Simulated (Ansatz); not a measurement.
Set up this calculation in Ansatz 0.2.0, as the native input.

| Item | Value |
| --- | --- |
| Task | single point |
| Functional | PBE |
| Potentials or basis | all-electron LAPW, scalar-relativistic |
| Cutoff | 272 eV (chosen from the basis error) |
| Basis error allowed | 0.002 eV/atom |
| k mesh | 7 × 7 × 7 |
| Occupations | fermi-dirac, width 0.04 eV |
| Spin | no spin polarisation |

Crystal: TaAs.

```
CELL_PARAMETERS angstrom
-1.72181 1.72181 5.86794
1.72181 -1.72181 5.86794
1.72181 1.72181 -5.86794
ATOMIC_POSITIONS crystal
Ta 0.49997 0.49997 0.00000
Ta 0.24997 0.74997 0.50000
As 0.08263 0.08263 0.00000
As 0.83263 0.33263 0.50000
```

The cell is a database's computed one.

These files were run (other wordings do the same):

input.yaml

```yaml
crystal:
  lattice:
    - [-1.7218133622, 1.7218133622, 5.8679415361]
    - [1.7218133622, -1.7218133622, 5.8679415361]
    - [1.7218133622, 1.7218133622, -5.8679415361]
  atoms:
    - { symbol: Ta, position: [0.4999673, 0.4999673, 0.0] }
    - { symbol: Ta, position: [0.2499673, 0.7499673, 0.5] }
    - { symbol: As, position: [0.08263212, 0.08263212, 0.0] }
    - { symbol: As, position: [0.83263212, 0.33263212, 0.5] }
kpoints:
  mp_grid: { grid: [7, 7, 7] }
scf:
  occupations: { method: fermi_dirac, width: 0.04 }
hamiltonian:
  xc: pbe
  pseudopotentials: { kind: all_electron, lapw: { basis_error: 0.002 } }
output:
  forces: true
  stress: true
  eigenvalues: true
```

Potentials or basis: all-electron LAPW, scalar-relativistic.

Command:

```bash
$ ansatz run input.yaml --threads 2 --pin off --max-ram 6144MiB --backend cpu --events-out ev --progress --plain --runs-dir out
```

It gave:

* Pressure: 2.2 GPa
* Largest force: 0.028 eV/Å
* Band gap on the k mesh: 0.07 eV, direct

Caveat: spin-orbit coupling is left out, which moves the levels of the heavy elements; an odd mesh through Γ misses points on the zone boundary, where band edges often lie.

Wall time 110 s on 2 threads of AMD EPYC (Zen 3), on a shared host, peak memory 0.67 GiB.
